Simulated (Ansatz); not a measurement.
# CH₅BSSi: how energies converge with the basis set

One table from this session's results is given with a row withheld; the runs are named, their logs left out.

Method: one geometry, several basis sets; program: Ansatz 0.2.0, Gaussian basis.

The runs, in order: PBE0-D4/def2-SVP; ωB97M-V/def2-SVP; PBE0-D4/def2-QZVPP; ωB97M-V/def2-QZVPP; the functionals' def2-TZVPP values are taken from earlier runs.

## The relaxed structure

An earlier PBE0-D4 in a triple-zeta def2 set relaxation fixed the geometry.

SMILES `BC1[SiH2]S1`, 9 atoms, charge 0, spin multiplicity 1.

Atoms are counted from 1 here; the program's logs count them from 0.

Bond lengths: B1–C2 1.507 Å, B1–H5 1.196 Å, B1–H6 1.198 Å, C2–Si3 1.892 Å, C2–S4 1.859 Å, C2–H7 1.088 Å, Si3–S4 2.067 Å, Si3–H8 1.476 Å, Si3–H9 1.477 Å. Angles: C2–B1–H5 120.7°, C2–B1–H6 118.7°, H5–B1–H6 120.4°, B1–C2–Si3 104.6°, B1–C2–S4 122.5°, B1–C2–H7 122.1°, Si3–C2–S4 66.9°, Si3–C2–H7 111.8°, S4–C2–H7 112.8°, C2–Si3–S4 55.8°, C2–Si3–H8 120.1°, C2–Si3–H9 115.7°, S4–Si3–H8 119.3°, S4–Si3–H9 120.1°, H8–Si3–H9 113.8°, C2–S4–Si3 57.3°.

The first run:

The input, in.yaml:

```yaml
crystal:
  periodic: [false, false, false]
  atoms:
    - {symbol: B, position_ang: [0.120626, 1.279234, -0.619406]}
    - {symbol: C, position_ang: [-0.764859, 0.112388, -0.264078]}
    - {symbol: Si, position_ang: [0.377343, -1.098263, 0.635296]}
    - {symbol: S, position_ang: [-0.633026, -1.535051, -1.114726]}
    - {symbol: H, position_ang: [1.061533, 1.133891, -1.344009]}
    - {symbol: H, position_ang: [-0.081228, 2.336390, -0.092842]}
    - {symbol: H, position_ang: [-1.709570, 0.241415, 0.259472]}
    - {symbol: H, position_ang: [1.840192, -0.904784, 0.596120]}
    - {symbol: H, position_ang: [-0.122513, -1.611518, 1.926874]}
basis:
  gaussian: {orbitals: def2-SVP}
hamiltonian: {xc: pbe0, dispersion: d4}
output: {orbitals: {seedname: orbitals}}
```

Run with:

```console
$ ansatz run in.yaml --threads 2 --pin off --events-out ev --progress --plain --max-ram 4352MiB
```

Among the steps run: PBE0-D4 in def2-SVP; ωB97M-V in def2-SVP; PBE0-D4 in def2-QZVPP; ωB97M-V in def2-QZVPP.

One of the session's tables, all rows but one given; the rest of the session is left out.

It belongs to the step «Functionals by basis». 

| functional | basis | HOMO (eV) |
| --- | --- | --- |
| PBE0-D4 | def2-SVP | -7.11 |
| PBE0-D4 | def2-TZVPP | ? |
| PBE0-D4 | def2-QZVPP | -7.19 |
| ωB97M-V | def2-SVP | -9.25 |
| ωB97M-V | def2-TZVPP | -9.34 |
| ωB97M-V | def2-QZVPP | -9.37 |

**Question.** Estimate the row for PBE0-D4, def2-TZVPP.

The run gave: HOMO (eV): -7.17. In the column «HOMO (eV)» it lies between PBE0-D4, def2-QZVPP (-7.19) and PBE0-D4, def2-SVP (-7.11).
